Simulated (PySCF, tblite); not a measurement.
# C₁₉H₁₈P+: NMR shifts, part 2 of 2

tblite 0.8.0 and PySCF 2.14.0. Atoms count from 0. The steps go on from the part before.

## Step 6: NMR shifts: GIAO PBE0/pcSseg-1 in chloroform

What the job is given:

```
{"job": {"kind": "nmr", "xc": "PBE0", "basis": "pcSseg-1", "pop": false, "solvent": "chloroform"}, "charge": 1, "multiplicity": 1}
C      0.145808    -0.276194    -2.681637
P      0.132613    -0.090753    -0.885571
C     -1.024242    -1.268042    -0.177534
C     -2.311423    -1.384502    -0.724243
C     -3.222076    -2.267322    -0.154065
C     -2.855942    -3.027873     0.958136
C     -1.579320    -2.907115     1.504263
C     -0.657859    -2.026979     0.941125
C      1.781625    -0.403825    -0.246111
C      2.470701    -1.557109    -0.651949
C      3.732486    -1.821622    -0.130665
C      4.305206    -0.945163     0.793210
C      3.617638     0.196839     1.200045
C      2.353211     0.473028     0.684246
C     -0.372431     1.581466    -0.468597
C      0.231139     2.667117    -1.121660
C     -0.131434     3.964123    -0.775404
C     -1.087507     4.180807     0.218913
C     -1.682398     3.102039     0.870630
C     -1.328280     1.797985     0.531891
H      0.874859     0.420134    -3.118296
H      0.424301    -1.306031    -2.944158
H     -0.852941    -0.055608    -3.082701
H     -2.612687    -0.785705    -1.587433
H     -4.223437    -2.362554    -0.578652
H     -3.574160    -3.720759     1.401936
H     -1.295950    -3.502361     2.374549
H      0.343193    -1.934382     1.368248
H      2.026871    -2.256144    -1.365387
H      4.272523    -2.716665    -0.445843
H      5.297032    -1.156387     1.198849
H      4.067378     0.879927     1.923306
H      1.815566     1.369005     1.002195
H      0.988504     2.509447    -1.893714
H      0.334151     4.811075    -1.283349
H     -1.370176     5.201287     0.486461
H     -2.429282     3.274485     1.648058
H     -1.796847     0.952929     1.041214
```

Level: GIAO PBE0/pcSseg-1 NMR shielding, non-relativistic, IEF-PCM chloroform.

Log:

```text
start: PBE on a coarse grid of 31524 points
cycle   1  E = -1074.5059860852  dE =  2.895e+00  |g| = 8.304e-01  |ddm| = 6.469e+00
cycle   2  E = -1074.2134339104  dE =  2.926e-01  |g| = 1.341e+00  |ddm| = 2.568e+00
cycle   3  E = -1074.6604415763  dE = -4.470e-01  |g| = 3.234e-01  |ddm| = 2.038e+00
cycle   4  E = -1074.6901880004  dE = -2.975e-02  |g| = 9.243e-02  |ddm| = 4.968e-01
cycle   5  E = -1074.6924817190  dE = -2.294e-03  |g| = 2.529e-02  |ddm| = 1.168e-01
cycle   6  E = -1074.6926177298  dE = -1.360e-04  |g| = 1.089e-02  |ddm| = 3.814e-02
cycle   7  E = -1074.6926449672  dE = -2.724e-05  |g| = 3.118e-03  |ddm| = 1.162e-02
final grid: 286583 points
cycle   8  E = -1074.9515880424  dE = -1.138e-02  |g| = 4.580e-02  |ddm| = 6.471e-01
cycle   9  E = -1074.9517380572  dE = -1.500e-04  |g| = 3.868e-02  |ddm| = 8.714e-02
cycle  10  E = -1074.9521400927  dE = -4.020e-04  |g| = 5.728e-03  |ddm| = 4.745e-02
cycle  11  E = -1074.9521444767  dE = -4.384e-06  |g| = 2.535e-03  |ddm| = 7.788e-03
cycle  12  E = -1074.9521486696  dE = -4.193e-06  |g| = 8.742e-04  |ddm| = 3.159e-03
cycle  13  E = -1074.9521461929  dE =  2.477e-06  |g| = 2.750e-04  |ddm| = 1.491e-03
cycle  14  E = -1074.9521466423  dE = -4.494e-07  |g| = 7.122e-05  |ddm| = 4.420e-04
converged SCF energy = -1074.9521466423

GIAO shielding tensors (ppm)
atom      isotropic    diamagn.    paramagn.     s11        s22        s33       span
  0 C      172.103     257.549     -85.446    165.222    165.617    185.470     20.248
  1 P      307.716     976.453    -668.737    292.028    315.267    315.853     23.825
  2 C       61.119     273.872    -212.753    -35.225     49.366    169.216    204.441
  3 C       45.411     252.510    -207.099    -69.171     26.244    179.161    248.332
  4 C       47.338     254.653    -207.315    -64.385     27.775    178.625    243.010
  5 C       41.280     255.496    -214.217    -70.419     15.874    178.384    248.802
  6 C       47.954     254.507    -206.553    -62.663     28.209    178.316    240.979
  7 C       42.600     254.219    -211.619    -71.907     21.869    177.837    249.744
  8 C       61.090     273.767    -212.677    -35.223     49.310    169.184    204.407
  9 C       45.446     252.120    -206.674    -69.019     26.289    179.070    248.088
 10 C       47.345     254.437    -207.092    -64.354     27.757    178.631    242.985
 11 C       41.286     255.307    -214.021    -70.405     15.889    178.375    248.780
 12 C       47.963     254.308    -206.346    -62.645     28.228    178.305    240.950
 13 C       42.627     254.000    -211.373    -71.846     21.918    177.808    249.655
 14 C       61.159     273.782    -212.622    -35.220     49.489    169.209    204.430
 15 C       45.417     252.257    -206.840    -69.123     26.262    179.111    248.234
 16 C       47.362     254.617    -207.255    -64.353     27.826    178.613    242.967
 17 C       41.266     255.404    -214.138    -70.416     15.835    178.378    248.793
 18 C       47.944     254.510    -206.566    -62.683     28.193    178.320    241.003
 19 C       42.647     254.405    -211.758    -71.778     21.916    177.803    249.581
 20 H       28.623      31.987      -3.363     23.712     26.466     35.692     11.979
 21 H       28.653      32.022      -3.370     23.764     26.462     35.731     11.967
 22 H       28.623      32.197      -3.575     23.748     26.398     35.722     11.974
 23 H       23.168      33.667     -10.500     18.873     20.466     30.165     11.292
 24 H       23.101      28.642      -5.541     19.478     23.249     26.577      7.099
 25 H       23.031      27.246      -4.215     19.610     24.144     25.339      5.729
 26 H       23.370      30.323      -6.953     19.351     23.267     27.492      8.141
 27 H       24.126      36.174     -12.048     17.934     21.933     32.512     14.578
 28 H       23.191      33.324     -10.133     18.969     20.422     30.182     11.212
 29 H       23.104      28.245      -5.142     19.479     23.243     26.589      7.110
 30 H       23.032      26.841      -3.809     19.606     24.147     25.344      5.739
 31 H       23.373      30.126      -6.752     19.345     23.276     27.499      8.154
 32 H       24.131      35.908     -11.777     17.922     21.937     32.534     14.612
 33 H       23.168      33.408     -10.240     18.901     20.443     30.161     11.259
 34 H       23.100      28.336      -5.236     19.481     23.243     26.575      7.095
 35 H       23.031      27.143      -4.112     19.605     24.147     25.342      5.737
 36 H       23.376      30.487      -7.112     19.347     23.274     27.506      8.160
 37 H       24.145      36.244     -12.098     17.953     21.936     32.547     14.594
```

Run time: 48 s. Hardware: 4 threads of Arm Neoverse N1, shared host; peak memory 2.3 GiB.

## Step 7: Summary of results

The summary covers parts 1 to 2.

| quantity | value |
| --- | --- |
| point group | C3 |
| rotational constants (main isotopes) | 0.33, 0.33, 0.20 GHz |
| ¹³C shifts against TMS (PBE0/pcSseg-2, means over atoms taken as alike) | 148.5, 143.5, 141.6, 126.3, 12.6 ppm |
| ¹H shifts against TMS (PBE0/pcSseg-2, means over atoms taken as alike) | 8.37, 8.10, 7.63, 2.47 ppm |
| ³¹P shifts against H3PO4 (PBE0/pcSseg-2) | 7.7 ppm |
| measured, and computed on the same scale | P1 δ 22.2, 7.7 ppm |

**Reading.** Over 9 steps the energy fell by 0.100 eV; of the close pairs, C11–H30 changed most, 1.079 to 1.092 Å (PBE0/def2-SVP). The one measured ³¹P shift is missed by -14.5 ppm (computed less measured, unscaled). Vibration, temperature and solvent are missing from the calculation, and it holds one conformer, so part of the miss against the measured shifts is not the functional's. NICS(1)zz of -28 ppm above the planar ring from C2 marks a diatropic (aromatic) ring current.
